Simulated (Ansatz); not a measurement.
# Hf2N: the cost of one run

Program: Ansatz 0.2.0. Level of theory: DFT r2SCAN, scalar-relativistic, plane waves, PAW. These are calculated values, not measurements.

1 further run of the same task is left out (set aside as unsound or not needed).

## Step 1: The structure to begin with

It takes space group P4_2/mnm (No. 136, tetragonal). The conventional cell has a = 5.325 Å, b = 5.325 Å, c = 3.250 Å, α = 90.00°, β = 90.00°, γ = 90.00°. Around Hf (site symmetry m2m) lie 3 N at 2.23 to 2.24 Å. N (site symmetry mmm) has 6 Hf at 2.23 to 2.24 Å as nearest neighbours.

Coordinates:

```cif
data_structure
_symmetry_space_group_name_H-M 'P4_2/mnm'
_symmetry_Int_Tables_number 136
_cell_length_a 5.3251
_cell_length_b 5.3251
_cell_length_c 3.2500
_cell_angle_alpha 90.000
_cell_angle_beta 90.000
_cell_angle_gamma 90.000
_cell_volume 92.16
loop_
_atom_site_label
_atom_site_type_symbol
_atom_site_symmetry_multiplicity
_atom_site_Wyckoff_symbol
_atom_site_fract_x
_atom_site_fract_y
_atom_site_fract_z
_atom_site_occupancy
Hf1 Hf 4 f 0.29549 0.29549 0.00000 1
N1 N 2 a 0.00000 0.00000 0.00000 1
```

It goes back to an entry of the Materials Project, which need not be the stable form.

This cell was relaxed beforehand with the same method: volume 15.36 Å³/atom, gap on the mesh none (metal).

## Step 2: Bands, states and charges

input.yaml reads:

```yaml
crystal:
  lattice:
    - [5.3251070796, 0.0, 0.0]
    - [0.0, 5.3251070796, 0.0]
    - [0.0, 0.0, 3.2499869523]
  atoms:
    - { symbol: Hf, position: [0.2954865868, 0.2954865868, 0.0] }
    - { symbol: Hf, position: [0.7045134132, 0.7045134132, 0.0] }
    - { symbol: Hf, position: [0.7954865868, 0.2045134132, 0.5] }
    - { symbol: Hf, position: [0.2045134132, 0.7954865868, 0.5] }
    - { symbol: "N", position: [0.0, 0.0, 0.0] }
    - { symbol: "N", position: [0.5, 0.5, 0.5] }
basis:
  ecutwfc: 500
kpoints:
  mp_grid: { grid: [8, 8, 12] }
  band_path:
    path:
      - [[0.0, 0.0, 0.0], [0.0, 0.5, 0.0], [0.5, 0.5, 0.0], [0.0, 0.0, 0.0], [0.0, 0.0, 0.5], [0.0, 0.5, 0.5], [0.5, 0.5, 0.5], [0.0, 0.0, 0.5]]
      - [[0.0, 0.5, 0.0], [0.0, 0.5, 0.5]]
      - [[0.5, 0.5, 0.0], [0.5, 0.5, 0.5]]
    npoints: 14
hamiltonian:
  xc: r2scan
scf:
  occupations: { method: gaussian, width: 0.1 }
  n_extra_bands: 15
output:
  forces: true
  stress: true
  eigenvalues: true
  populations: true
  dos: { projected: true, de: 0.02, nscf_kmesh: { grid: [12, 12, 18] } }
  bader: true
```

On the command line:

```
$ ansatz run input.yaml --threads 1 --pin off --max-ram 2560MiB --backend cpu --events-out ev --progress --plain --runs-dir out
```

Q: Estimate wall time and peak memory on 1 thread of Arm Neoverse V2, shared host.

About 5.1 min, with a peak of 1.5 GiB.
